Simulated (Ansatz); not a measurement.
Working through a geometry optimisation of CH3AlCl2O, SMILES C[O][Al]([Cl])[Cl]

Computed with Ansatz 0.2.0, Python API.

At the Python prompt:
```pycon
>>> import itertools
>>> import ansatz as az
>>> from ase.data import atomic_numbers, covalent_radii
>>> import numpy as np
>>> BASIS = "cc-pVDZ"
>>> XC = "PBE"
>>> geometry_ang = [
...     ("C", (-0.6066, 0.8872, -0.5271)),
...     ("O", (-0.1823, -0.3087, -0.9994)),
...     ("Al", (0.6751, -1.177, 0.3631)),
...     ("Cl", (2.943, -0.8252, 0.6855)),
...     ("Cl", (-0.4127, -2.502, 1.7349)),
...     ("H", (0.1814, 1.6101, -0.2232)),
...     ("H", (-1.3628, 0.8027, 0.2909)),
...     ("H", (-1.1428, 1.4558, -1.3804)),
... ]
>>> molecule = az.Crystal.molecule()
>>> for symbol, xyz in geometry_ang:
...     molecule = molecule.atom(symbol, xyz)
...
>>> base = molecule.calculation().basis(gaussian=BASIS).functional(XC)
>>> symbols = [site.symbol for site in molecule.cartesian_sites]
>>> start = np.array([site.position_ang for site in molecule.cartesian_sites], dtype=float)
>>> def progress(event):
...     if event["event"] == "relax_step":
...         row = event["data"]
...         print(f"step {row['step']:3d}  E = {row['lagrangian_ev']:.6f} eV  largest force component {row['allowed_force_max_ev_ang']:.4f} eV/A")
...
>>> r = base.relax(force_tolerance=0.02).session().plan().execute(on_event=progress).report
step   1  E = -34761.648781 eV  largest force component 3.2781 eV/A
step   2  E = -34762.138475 eV  largest force component 1.5379 eV/A
step   3  E = -34762.236286 eV  largest force component 0.4047 eV/A
step   4  E = -34762.281254 eV  largest force component 0.2831 eV/A
step   5  E = -34762.314902 eV  largest force component 0.4203 eV/A
step   6  E = -34762.344507 eV  largest force component 0.2886 eV/A
step   7  E = -34762.367162 eV  largest force component 0.2661 eV/A
step   8  E = -34762.380827 eV  largest force component 0.5430 eV/A
step   9  E = -34762.436646 eV  largest force component 0.1431 eV/A
step  10  E = -34762.440638 eV  largest force component 0.1022 eV/A
step  11  E = -34762.457548 eV  largest force component 0.2576 eV/A
step  12  E = -34762.461267 eV  largest force component 0.2081 eV/A
step  13  E = -34762.463863 eV  largest force component 0.0549 eV/A
step  14  E = -34762.464055 eV  largest force component 0.0038 eV/A
>>> end = np.array(r["positions_ang"])
>>> for key in ("converged", "free_energy_ev", "reference_energy_ev", "n_frozen", "n_occupied", "n_virtual"):
...     print(f"{key:22s} {r[key]}")
...
converged              True
free_energy_ev         -34762.4640949932
reference_energy_ev    -34762.4640949932
n_frozen               0
n_occupied             [32, 32]
n_virtual              [65, 65]
>>> # pairs closer than 1.2 times the sum of covalent radii, before or after
>>> radius = [covalent_radii[atomic_numbers[s]] for s in symbols]
>>> span = lambda where, i, j: np.linalg.norm(where[i] - where[j])
>>> bonded = [(i, j) for i, j in itertools.combinations(range(len(symbols)), 2) if min(span(start, i, j), span(end, i, j)) < 1.2 * (radius[i] + radius[j])]
>>> print("pair        before    after (A)")
pair        before    after (A)
>>> for i, j in bonded:
...     print(f"{symbols[i]}{i}-{symbols[j]}{j}".ljust(10), f"{span(start, i, j):8.4f} {span(end, i, j):8.4f}")
...
C0-O1        1.3540   1.4246
C0-H5        1.1117   1.1127
C0-H6        1.1172   1.1111
C0-H7        1.1571   1.1111
O1-Al2       1.8291   1.7242
Al2-Cl3      2.3176   2.1256
Al2-Cl4      2.1956   2.1145
>>> charges = r["charge_distribution"]
>>> print("dipole moment", round(4.803205 * float(np.linalg.norm(charges["dipole_moment_e_ang"])), 3), "D")
dipole moment 1.769 D
>>> print("Mulliken:", [(s, round(q, 3)) for s, q in zip(symbols, charges["mulliken_charges_e"])])
Mulliken: [('C', 0.086), ('O', -0.418), ('Al', 0.567), ('Cl', -0.192), ('Cl', -0.173), ('H', 0.04), ('H', 0.045), ('H', 0.045)]
>>> with open("ch3alcl2o_opt.xyz", "w") as handle:
...     handle.write(f"{len(symbols)}\nrelaxed CH3AlCl2O\n")
...     handle.writelines(f"{s:2s} {x:11.6f} {y:11.6f} {z:11.6f}\n" for s, (x, y, z) in zip(symbols, end))
...
20
```

It writes `ch3alcl2o_opt.xyz`:
```text
8
relaxed CH3AlCl2O
C    -0.635679    1.052229   -0.520394
O    -0.676900   -0.274165   -0.002223
Al    0.600695   -1.274798    0.580347
Cl    2.614162   -0.594428    0.613809
Cl    0.117014   -3.214797    1.268483
H     0.390581    1.481639   -0.541937
H    -1.278417    1.711229    0.101900
H    -1.039156    1.055990   -1.555685
```

Total energies depend on the basis set; only differences at equal settings carry meaning. The end point is the stationary point reached from this start; no frequency run checks that it is a minimum, and the basis set is modest. Hardware and time: 59 s on 1 thread of Arm Neoverse V1, with other jobs on the host, peak memory 0.22 GiB.

(Lines on the test bed's own set-up are left out of the output.)
